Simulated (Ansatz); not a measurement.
# BH3O2: the cost of one run

Method: PBE0-D4/def2-TZVP structures, single points in def2-TZVPP, no counterpoise correction; program: Ansatz 0.2.0, Gaussian basis.

Levels: SPW92, PBE-D4, BLYP-D4, r2SCAN-D4, B97M-V, PBE0-D4, B3LYP-D4, r2SCAN0-D4, BHLYP-D4, CAM-B3LYP-D4, wB97X-V, wB97M-V, B2PLYP, PBE-QIDH, RPA on PBE, Hartree-Fock, MP2, CCSD, CCSD(T).

Correlated methods freeze the cores. B3LYP uses VWN-RPA correlation. B2PLYP carries no dispersion term here.

94 further runs of the same task are left out: 94 set aside as unsound or not needed.

## Step 1: Starting geometry

The complex: 11 atoms, charge 0, spin multiplicity 1.

Atoms are counted from 1 here; the program's logs count them from 0.

Bond lengths: B1–H2 1.197 Å, B1–O3 1.355 Å, B1–O4 1.362 Å, O3–H7 0.963 Å, O4–H8 0.958 Å, H5–Si6 1.483 Å, Si6–H9 1.483 Å, Si6–H10 1.484 Å, Si6–H11 1.489 Å. Angles: H2–B1–O3 118.3°, H2–B1–O4 122.5°, O3–B1–O4 119.2°, B1–O3–H7 112.6°, B1–O4–H8 113.3°, H5–Si6–H9 110.4°, H5–Si6–H10 110.2°, H5–Si6–H11 108.5°, H9–Si6–H10 110.4°, H9–Si6–H11 108.7°, H10–Si6–H11 108.4°.

As a file:

```xyz
11
BH7O2Si
B    -0.3198    1.7327    0.2025
H     0.8608    1.8365    0.3727
O    -0.7883    0.6018   -0.3789
O    -1.2008    2.7042    0.5703
H     1.0992   -1.3997    0.9703
Si    0.7891   -2.1755   -0.2555
H    -1.7465    0.6028   -0.4714
H    -0.7798    3.4654    0.9727
H     1.2495   -1.4451   -1.4607
H    -0.6680   -2.4443   -0.3380
H     1.5046   -3.4788   -0.1841
```

Its parts: BH₃O₂ holds atoms 1, 2, 3, 4, 7, 8; SiH₄ holds atoms 5, 6, 9, 10, 11. Each part counts its atoms afresh in its own runs.

## Step 2: Relaxing BH₃O₂ alone

Input file relax-a/in.yaml:

```yaml
crystal:
  periodic: [false, false, false]
  atoms:
    - {symbol: B, position_ang: [-0.319810, 1.732706, 0.202515]}
    - {symbol: H, position_ang: [0.860803, 1.836536, 0.372698]}
    - {symbol: O, position_ang: [-0.788267, 0.601847, -0.378868]}
    - {symbol: O, position_ang: [-1.200767, 2.704162, 0.570333]}
    - {symbol: H, position_ang: [-1.746536, 0.602805, -0.471352]}
    - {symbol: H, position_ang: [-0.779775, 3.465434, 0.972679]}
basis:
  gaussian: {orbitals: def2-TZVP}
hamiltonian: {xc: pbe0, dispersion: d4}
relax: {f_tol: 0.005, max_steps: 200}
```

Command:

```
$ ansatz run in.yaml --threads 4 --pin off --events-out ev --progress --plain --max-ram 9574MiB
```

**Question.** How long does this run take on 4 threads of Arm Neoverse V1, shared host?

About 3.2 s.
